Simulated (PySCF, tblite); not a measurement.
# trimethylsilane (C3H10Si): dynamics, then NMR shifts and electronic excitations on frames, part 2 of 2

tblite 0.8.0 and PySCF 2.14.0. Atoms count from 0. The steps go on from the part before.

### Step 8. Ultraviolet spectrum: 625 fs, PBE0/def2-SVPD

Job settings and geometry (Å):

```
{"job": {"kind": "uv", "xc": "PBE0", "basis": "def2-SVPD", "nstates": 5, "ntriplets": 0}, "charge": 0, "multiplicity": 1}
C      0.481500    -0.233500    -1.399400
Si     0.387800     0.037000     0.542000
C     -0.780200     1.508200     0.964200
C     -0.250200    -1.775800     1.091900
H      1.321300     0.348600    -1.822900
H     -0.488600     0.129400    -1.630100
H      0.562200    -1.326000    -1.585800
H      1.790700     0.101800     0.976100
H     -0.964600     1.718500     2.058500
H     -1.824800     1.347300     0.656700
H     -0.364700     2.408300     0.398800
H      0.090600    -2.465400     0.290900
H      0.136200    -2.025500     2.051100
H     -1.369000    -1.844000     1.118000
```

Method: TDDFT PBE0/def2-SVPD, vertical, gas phase, core orbitals frozen in the response.

Standard output:

```text
coarse grid: 11088 points
cycle   1  E = -409.2774586019  dE = -2.325e-01  |g| = 4.494e-01  |ddm| = 4.068e+00
cycle   2  E = -409.2607036533  dE =  1.675e-02  |g| = 5.106e-01  |ddm| = 1.028e+00
cycle   3  E = -409.3325208899  dE = -7.182e-02  |g| = 1.840e-02  |ddm| = 5.475e-01
cycle   4  E = -409.3326054474  dE = -8.456e-05  |g| = 1.093e-02  |ddm| = 5.184e-02
cycle   5  E = -409.3326394030  dE = -3.396e-05  |g| = 2.634e-03  |ddm| = 1.515e-02
cycle   6  E = -409.3326414307  dE = -2.028e-06  |g| = 5.157e-04  |ddm| = 3.926e-03
final grid: 99272 points
cycle   7  E = -409.3862524166  dE = -2.047e-05  |g| = 6.581e-03  |ddm| = 5.892e-02
cycle   8  E = -409.3862483975  dE =  4.019e-06  |g| = 7.686e-03  |ddm| = 1.536e-02
cycle   9  E = -409.3862641478  dE = -1.575e-05  |g| = 1.477e-04  |ddm| = 7.959e-03
cycle  10  E = -409.3862641544  dE = -6.551e-09  |g| = 7.604e-05  |ddm| = 4.339e-04
cycle  11  E = -409.3862641563  dE = -1.946e-09  |g| = 1.526e-05  |ddm| = 1.536e-04
cycle  12  E = -409.3862641564  dE = -5.491e-11  |g| = 5.800e-06  |ddm| = 2.730e-05
converged SCF energy = -409.3862641564

Static polarisability (au): isotropic 68.907, principal 61.459 70.950 74.312

Singlet excitations
state   eV       nm        f      main configurations
  1   7.2111    171.9   0.02031   H->L 0.96
  2   7.5824    163.5   0.01603   H->L+2 0.77, H->L+1 0.17
  3   7.6592    161.9   0.10641   H->L+1 0.52, H-1->L 0.30, H->L+2 0.15
  4   7.7811    159.3   0.01977   H-1->L 0.67, H->L+1 0.28
  5   8.1201    152.7   0.08658   H-1->L+1 0.80
```

Run time: 13 s. Hardware: 1 thread of Arm Neoverse V1, shared host; peak memory 0.71 GiB.

In short: HOMO -7.77 eV, LUMO 0.55 eV; lowest singlet 7.21 eV.

### Step 9. Shielding tensors: 800 fs, PBE0/pcSseg-1

Job settings and geometry (Å):

```
{"job": {"kind": "nmr", "xc": "PBE0", "basis": "pcSseg-1", "pop": false}, "charge": 0, "multiplicity": 1}
C      0.439200    -0.359700    -1.272700
Si     0.735000    -0.149000     0.585800
C     -0.231600     1.368800     1.219200
C      0.194800    -1.674300     1.778100
H      0.654400     0.553900    -1.787700
H     -0.547400    -0.767700    -1.528000
H      1.172600    -1.210500    -1.466700
H      2.255100    -0.046900     0.830900
H     -0.391800     1.470100     2.264400
H     -1.293500     1.530700     0.754500
H      0.430400     2.243600     1.038500
H     -0.183100    -1.295900     2.756900
H     -0.750900    -2.263500     1.267600
H      0.865200    -2.493300     2.042600
```

Level: GIAO PBE0/pcSseg-1 NMR shielding, non-relativistic, gas phase.

Standard output:

```text
coarse grid: 11088 points
cycle   1  E = -409.4451619922  dE = -2.399e-01  |g| = 4.598e-01  |ddm| = 2.997e+00
cycle   2  E = -409.4285095966  dE =  1.665e-02  |g| = 5.217e-01  |ddm| = 7.665e-01
cycle   3  E = -409.5005372488  dE = -7.203e-02  |g| = 1.947e-02  |ddm| = 4.233e-01
cycle   4  E = -409.5006187673  dE = -8.152e-05  |g| = 1.117e-02  |ddm| = 3.275e-02
cycle   5  E = -409.5006492406  dE = -3.047e-05  |g| = 2.980e-03  |ddm| = 1.149e-02
cycle   6  E = -409.5006517857  dE = -2.545e-06  |g| = 3.647e-04  |ddm| = 3.274e-03
final grid: 99272 points
cycle   7  E = -409.5237352953  dE = -1.673e-05  |g| = 6.342e-03  |ddm| = 1.488e-02
cycle   8  E = -409.5237316248  dE =  3.670e-06  |g| = 7.383e-03  |ddm| = 1.062e-02
cycle   9  E = -409.5237457312  dE = -1.411e-05  |g| = 2.198e-04  |ddm| = 5.695e-03
cycle  10  E = -409.5237457382  dE = -6.992e-09  |g| = 7.072e-05  |ddm| = 2.436e-04
cycle  11  E = -409.5237457392  dE = -1.033e-09  |g| = 3.229e-05  |ddm| = 8.976e-05
cycle  12  E = -409.5237457395  dE = -2.763e-10  |g| = 5.101e-06  |ddm| = 2.996e-05
converged SCF energy = -409.5237457395

GIAO shielding tensors (ppm)
atom      isotropic    diamagn.    paramagn.     s11        s22        s33       span
  0 C      186.215     254.741     -68.526    181.502    185.336    191.807     10.305
  1 Si     361.943     879.060    -517.118    317.463    357.484    410.881     93.418
  2 C      183.595     252.129     -68.535    170.995    186.447    193.342     22.347
  3 C      173.850     251.300     -77.450    164.979    172.360    184.210     19.231
  4 H       31.450      31.459      -0.009     26.898     29.098     38.355     11.457
  5 H       31.071      31.582      -0.510     27.151     28.498     37.565     10.413
  6 H       30.097      28.889       1.208     25.519     27.840     36.931     11.412
  7 H       26.243      28.415      -2.172     23.577     24.247     30.905      7.328
  8 H       32.014      31.148       0.866     27.319     29.426     39.297     11.978
  9 H       29.529      29.654      -0.125     25.546     27.414     35.626     10.080
 10 H       30.611      29.816       0.795     26.181     28.038     37.614     11.433
 11 H       30.528      29.795       0.733     25.988     29.108     36.487     10.499
 12 H       28.694      28.344       0.351     25.021     26.850     34.212      9.191
 13 H       30.656      29.258       1.398     26.843     27.364     37.763     10.920
```

It took 8.6 s on 1 thread of Arm Neoverse V1, shared host; peak memory 0.6 GiB.

Key values: δ C3 13.1, C2 3.3, C0 0.7, Si1 -12.8, H7 5.47, H12 3.02 ppm.

### Step 10. Excited states and response: 800 fs, PBE0/def2-SVPD

Same as in step 9 but for these lines:

```diff
@@ -1,2 +1,2 @@
-{"job": {"kind": "nmr", "xc": "PBE0", "basis": "pcSseg-1", "pop": false}, "charge": 0, "multiplicity": 1}
+{"job": {"kind": "uv", "xc": "PBE0", "basis": "def2-SVPD", "nstates": 5, "ntriplets": 0}, "charge": 0, "multiplicity": 1}
 C      0.439200    -0.359700    -1.272700
```

Method: TDDFT PBE0/def2-SVPD, vertical, gas phase, core orbitals frozen in the response.

Standard output:

```text
coarse grid: 11088 points
cycle   1  E = -409.2758759733  dE = -2.689e-01  |g| = 4.375e-01  |ddm| = 4.061e+00
cycle   2  E = -409.2606502637  dE =  1.523e-02  |g| = 4.946e-01  |ddm| = 9.869e-01
cycle   3  E = -409.3278640064  dE = -6.721e-02  |g| = 2.044e-02  |ddm| = 5.130e-01
cycle   4  E = -409.3279626745  dE = -9.867e-05  |g| = 1.193e-02  |ddm| = 5.298e-02
cycle   5  E = -409.3280018483  dE = -3.917e-05  |g| = 2.699e-03  |ddm| = 1.710e-02
cycle   6  E = -409.3280040475  dE = -2.199e-06  |g| = 5.157e-04  |ddm| = 4.177e-03
final grid: 99272 points
cycle   7  E = -409.3811278447  dE = -1.763e-05  |g| = 6.191e-03  |ddm| = 5.608e-02
cycle   8  E = -409.3811241828  dE =  3.662e-06  |g| = 7.238e-03  |ddm| = 1.419e-02
cycle   9  E = -409.3811381833  dE = -1.400e-05  |g| = 1.323e-04  |ddm| = 7.459e-03
cycle  10  E = -409.3811381884  dE = -5.089e-09  |g| = 6.398e-05  |ddm| = 3.718e-04
cycle  11  E = -409.3811381895  dE = -1.113e-09  |g| = 2.421e-05  |ddm| = 1.037e-04
cycle  12  E = -409.3811381896  dE = -1.623e-10  |g| = 4.256e-06  |ddm| = 3.162e-05
converged SCF energy = -409.3811381896

Static polarisability (au): isotropic 69.871, principal 64.973 71.192 73.448

Singlet excitations
state   eV       nm        f      main configurations
  1   7.6439    162.2   0.04311   H->L 0.96
  2   7.9131    156.7   0.01646   H->L+1 0.71, H-1->L 0.23
  3   7.9871    155.2   0.06509   H-1->L 0.69, H->L+1 0.20
  4   8.1282    152.5   0.07405   H->L+2 0.81
  5   8.3204    149.0   0.08713   H-1->L+1 0.55, H-2->L 0.33
```

Run time: 14 s. Hardware: 1 thread of Arm Neoverse V1, shared host; peak memory 0.71 GiB.

This run: HOMO -8.17 eV, LUMO 0.61 eV; lowest singlet 7.64 eV.

### Step 11. Shielding tensors: 1000 fs, PBE0/pcSseg-1

Job settings and geometry (Å):

```
{"job": {"kind": "nmr", "xc": "PBE0", "basis": "pcSseg-1", "pop": false}, "charge": 0, "multiplicity": 1}
C     -0.152300    -0.625900    -0.729400
Si     0.963400    -0.030700     0.865400
C      0.001100     1.482000     1.339900
C      0.837500    -1.582700     2.009800
H     -0.287100    -1.615800    -0.363200
H      0.319500    -0.699100    -1.685000
H     -1.026700    -0.004100    -0.836400
H      2.372700     0.512600     0.837900
H     -0.099900     2.020300     2.324200
H     -1.016300     1.058400     1.296900
H      0.379300     2.354600     0.713800
H      1.656900    -2.267800     1.888700
H      0.919900    -1.117800     3.002900
H     -0.057000    -2.093400     1.973200
```

Method: GIAO PBE0/pcSseg-1 NMR shielding, non-relativistic, gas phase.

Standard output:

```text
coarse grid: 11088 points
cycle   1  E = -409.4148629467  dE = -5.161e-02  |g| = 5.081e-01  |ddm| = 3.042e+00
cycle   2  E = -409.3943338511  dE =  2.053e-02  |g| = 5.750e-01  |ddm| = 8.700e-01
cycle   3  E = -409.4817193693  dE = -8.739e-02  |g| = 2.286e-02  |ddm| = 4.896e-01
cycle   4  E = -409.4818518724  dE = -1.325e-04  |g| = 1.214e-02  |ddm| = 4.232e-02
cycle   5  E = -409.4818898527  dE = -3.798e-05  |g| = 3.346e-03  |ddm| = 1.339e-02
cycle   6  E = -409.4818928889  dE = -3.036e-06  |g| = 3.884e-04  |ddm| = 3.374e-03
final grid: 99272 points
cycle   7  E = -409.5057727595  dE = -2.308e-05  |g| = 7.378e-03  |ddm| = 2.043e-02
cycle   8  E = -409.5057685441  dE =  4.215e-06  |g| = 8.404e-03  |ddm| = 1.251e-02
cycle   9  E = -409.5057866424  dE = -1.810e-05  |g| = 3.411e-04  |ddm| = 6.645e-03
cycle  10  E = -409.5057866678  dE = -2.545e-08  |g| = 1.028e-04  |ddm| = 5.050e-04
cycle  11  E = -409.5057866703  dE = -2.463e-09  |g| = 4.165e-05  |ddm| = 1.328e-04
cycle  12  E = -409.5057866707  dE = -4.434e-10  |g| = 6.719e-06  |ddm| = 4.026e-05
converged SCF energy = -409.5057866707

GIAO shielding tensors (ppm)
atom      isotropic    diamagn.    paramagn.     s11        s22        s33       span
  0 C      175.908     254.712     -78.804    161.609    171.302    194.814     33.205
  1 Si     362.249     879.938    -517.689    300.481    359.350    426.916    126.435
  2 C      180.384     254.040     -73.657    163.353    177.606    200.192     36.838
  3 C      189.267     252.919     -63.652    179.574    188.830    199.396     19.821
  4 H       31.414      33.905      -2.491     25.979     32.066     36.198     10.220
  5 H       31.314      31.955      -0.641     27.440     28.108     38.394     10.954
  6 H       31.394      33.303      -1.909     27.221     30.328     36.632      9.411
  7 H       26.290      28.653      -2.363     22.799     24.771     31.299      8.501
  8 H       30.163      28.359       1.804     25.807     26.940     37.744     11.937
  9 H       30.502      32.876      -2.374     25.367     30.426     35.714     10.348
 10 H       29.484      30.073      -0.589     24.776     27.600     36.075     11.299
 11 H       31.554      29.475       2.079     27.479     28.385     38.799     11.320
 12 H       31.334      28.450       2.885     26.206     29.297     38.500     12.295
 13 H       33.067      33.428      -0.361     28.682     31.105     39.415     10.733
```

It took 8.3 s on 1 thread of Arm Neoverse V1, shared host; peak memory 0.6 GiB.

This run: δ C0 11.0, C2 6.5, C3 -2.3, Si1 -13.1, H7 5.43, H10 2.23 ppm.

### Step 12. TDDFT and polarisability: 1000 fs, PBE0/def2-SVPD

Same as in step 11 but for these lines:

```diff
@@ -1,2 +1,2 @@
-{"job": {"kind": "nmr", "xc": "PBE0", "basis": "pcSseg-1", "pop": false}, "charge": 0, "multiplicity": 1}
+{"job": {"kind": "uv", "xc": "PBE0", "basis": "def2-SVPD", "nstates": 5, "ntriplets": 0}, "charge": 0, "multiplicity": 1}
 C     -0.152300    -0.625900    -0.729400
```

Level: TDDFT PBE0/def2-SVPD, vertical, gas phase, core orbitals frozen in the response.

Standard output:

```text
coarse grid: 11088 points
cycle   1  E = -409.2451318997  dE = -8.219e-02  |g| = 4.841e-01  |ddm| = 4.229e+00
cycle   2  E = -409.2261167963  dE =  1.902e-02  |g| = 5.465e-01  |ddm| = 1.120e+00
cycle   3  E = -409.3080018301  dE = -8.189e-02  |g| = 2.420e-02  |ddm| = 5.936e-01
cycle   4  E = -409.3081607843  dE = -1.590e-04  |g| = 1.290e-02  |ddm| = 6.245e-02
cycle   5  E = -409.3082081146  dE = -4.733e-05  |g| = 3.116e-03  |ddm| = 1.949e-02
cycle   6  E = -409.3082108575  dE = -2.743e-06  |g| = 5.276e-04  |ddm| = 4.762e-03
final grid: 99272 points
cycle   7  E = -409.3622186253  dE = -2.822e-05  |g| = 7.160e-03  |ddm| = 7.453e-02
cycle   8  E = -409.3622146029  dE =  4.022e-06  |g| = 8.170e-03  |ddm| = 1.758e-02
cycle   9  E = -409.3622322357  dE = -1.763e-05  |g| = 2.742e-04  |ddm| = 8.722e-03
cycle  10  E = -409.3622322603  dE = -2.460e-08  |g| = 1.086e-04  |ddm| = 6.735e-04
cycle  11  E = -409.3622322636  dE = -3.279e-09  |g| = 3.843e-05  |ddm| = 1.934e-04
cycle  12  E = -409.3622322640  dE = -3.965e-10  |g| = 6.385e-06  |ddm| = 5.786e-05
converged SCF energy = -409.3622322640

Static polarisability (au): isotropic 68.048, principal 60.912 71.042 72.191

Singlet excitations
state   eV       nm        f      main configurations
  1   7.3567    168.5   0.03187   H->L 0.81, H->L+1 0.09
  2   7.4378    166.7   0.07858   H->L+1 0.80, H->L 0.13
  3   7.5642    163.9   0.04114   H-1->L 0.82
  4   7.8634    157.7   0.03144   H-1->L+1 0.62, H->L+2 0.21
  5   7.9529    155.9   0.04339   H->L+2 0.71, H-1->L+1 0.18
```

It took 13 s on 1 thread of Arm Neoverse V1, shared host; peak memory 0.71 GiB.

This run: HOMO -7.88 eV, LUMO 0.63 eV; lowest singlet 7.36 eV.

### Step 13. Run by run: NMR shifts

Shifts (ppm) of some atoms, chosen among heavy atoms and hydrogens apart, with basis size and wall time:

| frame | C3 | C2 | C0 | H13 | H11 | H12 | Si1 | functions | time |
| --- | --- | --- | --- | --- | --- | --- | --- | --- | --- |
| 250 fs | 10.1 | -0.1 | -1.3 | 2.12 | 1.21 | -0.77 | -13.4 | 125 | 8.2 s |
| 425 fs | -0.9 | -6.1 | 5.6 | 0.69 | -1.31 | -1.31 | -13.6 | 125 | 9.9 s |
| 625 fs | 8.9 | 3.2 | 5.9 | 1.24 | 0.70 | 0.37 | -19.6 | 125 | 8.6 s |
| 800 fs | 13.1 | 3.3 | 0.7 | 1.06 | 1.19 | 3.02 | -12.8 | 125 | 8.6 s |
| 1000 fs | -2.3 | 6.5 | 11.0 | -1.35 | 0.16 | 0.38 | -13.1 | 125 | 8.3 s |

### Step 14. Run by run: electronic excitations

Excitations and ground-state properties, with basis size and wall time:

| frame | lowest singlet (eV) | brightest (eV) | f | gap (eV) | α (Å³) | μ (D) | functions | time |
| --- | --- | --- | --- | --- | --- | --- | --- | --- |
| 250 fs | 7.30 | 7.86 | 0.065 | 8.44 | 10.09 | 0.59 | 164 | 13 s |
| 425 fs | 7.27 | 7.72 | 0.083 | 8.36 | 9.87 | 0.49 | 164 | 15 s |
| 625 fs | 7.21 | 7.66 | 0.106 | 8.32 | 10.21 | 0.85 | 164 | 13 s |
| 800 fs | 7.64 | 8.32 | 0.087 | 8.77 | 10.35 | 0.59 | 164 | 14 s |
| 1000 fs | 7.36 | 7.44 | 0.079 | 8.51 | 10.08 | 0.43 | 164 | 13 s |

### Step 15. Summary of results

What follows sums up all 2 parts.

| quantity | value |
| --- | --- |
| thermostat | 600 K |
| mean temperature, second half | 516 K |
| mean potential energy above the minimum | 0.88 eV |
| 13C shifts against TMS (PBE0/pcSseg-1, 250 fs) | 10.1, -0.1, -1.3 ppm |
| 1H shifts against TMS (PBE0/pcSseg-1, 250 fs) | 5.41, 2.12, 2.01, 1.21, 0.51, 0.49, 0.31, 0.31, 0.29, -0.77 ppm |
| 29Si shifts against TMS (PBE0/pcSseg-1, 250 fs) | -13.4 ppm |
| lowest singlet (PBE0/def2-SVPD, 250 fs) | 7.30 eV (170 nm), f = 0.044 |
| brightest single state of those computed | state 5, 7.86 eV, f = 0.065 |
| range of the shift of C3 | -2.3 to 13.1 ppm |
| range of the lowest singlet | 7.21 to 7.64 eV |

In words: In the second half the potential energy averages 0.88 eV above the minimum; equipartition over 36 harmonic modes at 600 K would give 0.93 eV. With 14 atoms the temperature swings widely (318 to 901 K). Shifts at one fixed geometry are not the observed spectrum, which averages over the motion. In the first frame run (250 fs): The widest tensor belongs to Si1: span 97 ppm, with a paramagnetic part of -518 ppm. The lowest singlet, at 7.30 eV, is HOMO→LUMO 0.81, HOMO→LUMO+1 0.15 and is weak; of the 5 states computed, the strongest absorption comes from state 5 at 7.86 eV (the last computed, so partners may be missing). States above −ε(HOMO) lie where TDDFT describes them poorly and they hang on the basis; the brightest is among them. Across the 5 runs the shift of C3 moves most, between -2.3 (1000 fs) and 13.1 ppm (800 fs). The lowest singlet runs from 7.21 eV (625 fs) to 7.64 eV (800 fs), while the orbital gap spans 8.32 to 8.77 eV. The lowest state need not be the same one in every run.
